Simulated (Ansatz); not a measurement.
# Ba3CaF8: the band gap up the ladder of functionals

The task here is to estimate one member of a computed series from the others.

The runs shown are made with Ansatz 0.2.0. PAW datasets, plane waves. Simulation only: spin-unpolarised, and no claim that this is the phase found in nature.

### The structure to begin with

The cell was relaxed beforehand with r2SCAN.

The symmetry is Cmmm (No. 65, orthorhombic); a = 8.456 Å, b = 12.076 Å, c = 4.269 Å in the conventional setting, 18.16 Å³ an atom. Near Ca stand 8 F at 2.41–2.53 Å; near F stand 4 Ba at 2.60–2.61 Å; near F stand 2 Ca at 2.53 Å and 2 Ba at 2.69 Å and 5 F at 2.72–2.89 Å; near Ba stand 8 F at 2.60–2.69 Å; near F stand 1 Ca at 2.41 Å and 3 Ba at 2.67–2.69 Å.

Coordinates:

Space group Cmmm (No. 65). a = 8.456 Å, b = 12.076 Å, c = 4.269 Å, α = 90.00°, β = 90.00°, γ = 90.00°
```
atom  site  symmetry       x       y       z
  Ca    2a       mmm  0.0000  0.0000  0.0000
   F    4j       m2m  0.5000  0.1249  0.5000
   F    4j       m2m  0.5000  0.3873  0.5000
  Ba    4f     ..2/m  0.2500  0.7500  0.5000
   F    8p       ..m  0.7697  0.8819  0.0000
  Ba    2b       mmm  0.5000  0.0000  0.0000
```

Set-up of the first run:

input.yaml reads:

```yaml
crystal:
  lattice:
    - [4.2281836016, -6.0378107116, 0.0]
    - [4.2281836016, 6.0378107116, 0.0]
    - [0.0, 0.0, 4.2687744194]
  atoms:
    - { symbol: Ca, position: [0.0, 0.0, 0.0] }
    - { symbol: F, position: [0.3751400443, 0.6248599557, 0.5] }
    - { symbol: F, position: [0.1126652606, 0.8873347394, 0.5] }
    - { symbol: Ba, position: [0.5, 0.0, 0.5] }
    - { symbol: F, position: [0.8877889824, 0.6515912703, 0.0] }
    - { symbol: F, position: [0.6515912703, 0.8877889824, 0.0] }
    - { symbol: Ba, position: [0.0, 0.5, 0.5] }
    - { symbol: F, position: [0.3484087297, 0.1122110176, 0.0] }
    - { symbol: F, position: [0.1122110176, 0.3484087297, 0.0] }
    - { symbol: Ba, position: [0.5, 0.5, 0.0] }
    - { symbol: F, position: [0.8873347394, 0.1126652606, 0.5] }
    - { symbol: F, position: [0.6248599557, 0.3751400443, 0.5] }
kpoints:
  mp_grid: { grid: [4, 4, 6] }
  band_path:
    path:
      - [[0.0, 0.0, 0.0], [-0.5, 0.5, -2.262600975239e-34], [-0.3725994993369, 0.6274005006631, -3.89958024285e-34]]
      - [[0.3725994993369, 0.3725994993369, -4.787560899386e-34], [0.0, 0.0, 0.0], [2.727593840999e-50, -2.162412712609e-50, 0.5], [0.3725994993369, 0.3725994993369, 0.5]]
      - [[-0.3725994993369, 0.6274005006631, 0.5], [-0.5, 0.5, 0.5], [-0.5, 0.5, -2.262600975239e-34]]
      - [[0.0, 0.0, 0.0], [-1.438749926889e-17, 0.5, -4.343570571118e-34], [-1.438749926889e-17, 0.5, 0.5], [2.727593840999e-50, -2.162412712609e-50, 0.5], [-0.5, 0.5, 0.5]]
    npoints: 10
hamiltonian:
  xc: pbe
scf:
  occupations: { method: fermi_dirac, width: 0.02 }
  n_extra_bands: 7
output:
  forces: true
  stress: true
  eigenvalues: true
```

Among the steps run: PBE band path; Single point with r2SCAN; HSE06 at the same geometry; Single point with PBE+SOC; PBE0.

One table of the session follows, with a row left open; its other results are not shown here.

| level | gap (eV) |
| --- | --- |
| PBE | 6.24 |
| r2SCAN | 6.76 |
| HSE06 | 8.13 |
| PBE+SOC | 6.23 |
| PBE0 | ? |

Estimate the missing values for PBE0.

As computed: gap (eV): 8.91. In the column «gap (eV)» it is the highest.

Meshes: PBE 4×4×6, r2SCAN 4×4×6, HSE06 2×2×4, PBE+SOC 4×4×6, PBE0 2×2×4

What this shows: PBE+SOC gives the least gap, 6.23 eV, and PBE0 the largest, 8.91 eV. PBE reaches 77 % of the HSE06 value, and r2SCAN 83 %. PBE0 lies 0.77 eV above HSE06, which differs from it by screening the long-range exchange.

Caveats from the session: Warnings in the runs' records: stress scf threshold loose, stress exchange threshold loose.
